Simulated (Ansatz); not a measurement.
**C6H5BF2: taking an electron away**

How much energy removes an electron from C6H5BF2 at fixed geometry? The cation is run at each level and the neutral's energy taken from earlier runs.

The runs use Ansatz 0.2.0, Gaussian basis; unrestricted cation, the program's frozen cores in correlated methods.

Plan: UKS PBE-D4/def2-TZVPP; UKS r2SCAN-D4/def2-TZVPP; UKS PBE0-D4/def2-TZVPP; UKS B3LYP-D4/def2-TZVPP; UKS wB97X-V/def2-TZVPP; UKS wB97M-V/def2-TZVPP; UKS B2PLYP/def2-TZVPP; UHF-CCSD(T)/def2-TZVPP; UHF-MP2/def2-QZVPP; extrapolation to the limit; then −ε(HOMO) from the neutral's earlier runs with LDA (SPW92), PBE-D4, revPBE-D4, BLYP-D4, r2SCAN-D4, B97M-V, PBE0-D4, B3LYP-D4, r2SCANh-D4, r2SCAN0-D4, HSE06-D4, BHLYP-D4, CAM-B3LYP-D4, LC-ωPBE, ωB97X-V, ωB97M-V.

### 1 The relaxed structure

The geometry comes from an earlier relaxation with PBE0-D4 in a triple-zeta def2 set; it is a stationary point, not always the lowest conformer.

SMILES `FB(F)c1ccccc1`, 14 atoms, charge 0, spin multiplicity 1.

Atoms are counted from 1 here; the program's logs count them from 0.

Bond lengths: F1–B2 1.324 Å, B2–F3 1.324 Å, B2–C4 1.543 Å, C4–C5 1.397 Å, C4–C9 1.397 Å, C5–C6 1.384 Å, C5–H10 1.085 Å, C6–C7 1.388 Å, C6–H11 1.084 Å, C7–C8 1.388 Å, C7–H12 1.084 Å, C8–C9 1.384 Å, C8–H13 1.084 Å, C9–H14 1.085 Å. Angles: F1–B2–F3 116.4°, F1–B2–C4 121.8°, F3–B2–C4 121.8°, B2–C4–C5 120.7°, B2–C4–C9 120.7°, C5–C4–C9 118.7°, C4–C5–C6 120.7°, C4–C5–H10 119.4°, C6–C5–H10 119.9°, C5–C6–C7 119.8°, C5–C6–H11 120.2°, C7–C6–H11 120.0°, C6–C7–C8 120.3°, C6–C7–H12 119.9°, C8–C7–H12 119.9°, C7–C8–C9 119.8°, C7–C8–H13 120.0°, C9–C8–H13 120.2° and more.

### 2 Cation, UKS PBE-D4/def2-TZVPP

in.yaml

```yaml
crystal:
  periodic: [false, false, false]
  atoms:
    - {symbol: F, position_ang: [-1.057009, -2.865656, -1.218933]}
    - {symbol: B, position_ang: [-0.601232, -2.314525, -0.105129]}
    - {symbol: F, position_ang: [-0.495579, -3.111771, 0.946191]}
    - {symbol: C, position_ang: [-0.213826, -0.822419, -0.035976]}
    - {symbol: C, position_ang: [-0.333409, -0.002430, -1.161208]}
    - {symbol: C, position_ang: [0.013744, 1.336427, -1.100784]}
    - {symbol: C, position_ang: [0.485963, 1.873565, 0.089019]}
    - {symbol: C, position_ang: [0.611232, 1.073885, 1.216831]}
    - {symbol: C, position_ang: [0.263404, -0.264645, 1.153128]}
    - {symbol: H, position_ang: [-0.702616, -0.423871, -2.089778]}
    - {symbol: H, position_ang: [-0.082556, 1.964092, -1.979135]}
    - {symbol: H, position_ang: [0.758090, 2.922090, 0.137644]}
    - {symbol: H, position_ang: [0.980287, 1.497057, 2.143902]}
    - {symbol: H, position_ang: [0.360607, -0.890999, 2.033130]}
basis:
  gaussian: {orbitals: def2-TZVPP}
total_charge: 1
magnetization: {spin_polarized: true, initial_magnetization: 1}
hamiltonian: {xc: pbe, dispersion: d4}
```

Started as:

```console
$ ansatz run in.yaml --threads 2 --pin off --events-out ev --progress --plain --max-ram 31744MiB --backend cuda --devices 0, --max-vram 18GiB
```

After this run come: Cation, UKS r2SCAN-D4/def2-TZVPP; Cation, UKS PBE0-D4/def2-TZVPP; Cation, UKS B3LYP-D4/def2-TZVPP; Cation, UKS wB97X-V/def2-TZVPP; Cation, UKS wB97M-V/def2-TZVPP; Cation, UKS B2PLYP (frozen core)/def2-TZVPP; Cation, UHF-CCSD(T)/def2-TZVPP; Cation, UHF-MP2/def2-QZVPP.

Q: Predict the results of all the runs planned. Wanted: ionisation energy, CCSD(T)/CBS; nearest functional by difference; nearest −ε(HOMO); −ε(HOMO) of PBE; T1 of the cation.

**Answer**, as computed:

| quantity | value |
| --- | --- |
| ionisation energy, CCSD(T)/CBS | 9.83 eV |
| nearest functional by difference | B3LYP-D4 (-0.18 eV) |
| nearest −ε(HOMO) | ωB97X-V (+0.01 eV) |
| −ε(HOMO) of PBE | 6.70 eV |
| T1 of the cation | 0.020 |

**Reading.** Energy differences with functionals land within 0.27 eV of the reference. −ε(HOMO) of PBE misses by 3.1 eV, since self-interaction lifts the level. Among orbital estimates ωB97X-V comes nearest. Hartree-Fock falls 1.60 eV short, as the neutral has more correlation energy than the cation.
